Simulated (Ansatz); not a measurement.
Runs of Ansatz 0.2.0 on HfH4. The cell holds a sheet with vacuum, 5 atoms: a = 6.586 Å, b = 6.586 Å, c = 28.059 Å, α = 90.00°, β = 90.00°, γ = 90.00°. The cell was built by a generator and needn't be a form met in nature.

```csv
task,level,cutoff (eV),basis error allowed,gap on the mesh (eV),largest force (eV/Å),work function (eV)
projected density of states,PBE,336,0.002 eV/atom,3.89,-,5.10
single point,PBEsol,334,0.002 eV/atom,(b),0.05,(a)
single point,PBE,369,0.001 eV/atom,3.89,-,5.10
single point,PBE,336,0.002 eV/atom,3.89,-,5.10
single point,LDA,333,0.002 eV/atom,3.56,0.12,5.29
```

Alike in all rows: potentials or basis all-electron LAPW, scalar-relativistic; no spin polarisation; cell as given; k mesh 4 × 4 × 1; smearing fermi-dirac 0.05 eV.

Question: Estimate the missing entries.

Answer: (a) 5.08; (b) 3.76.

Caveats: spin-orbit coupling is left out, which moves the levels of the heavy elements.

A k mesh can miss the band edges, and the runs leave out spin-orbit coupling on Hf.
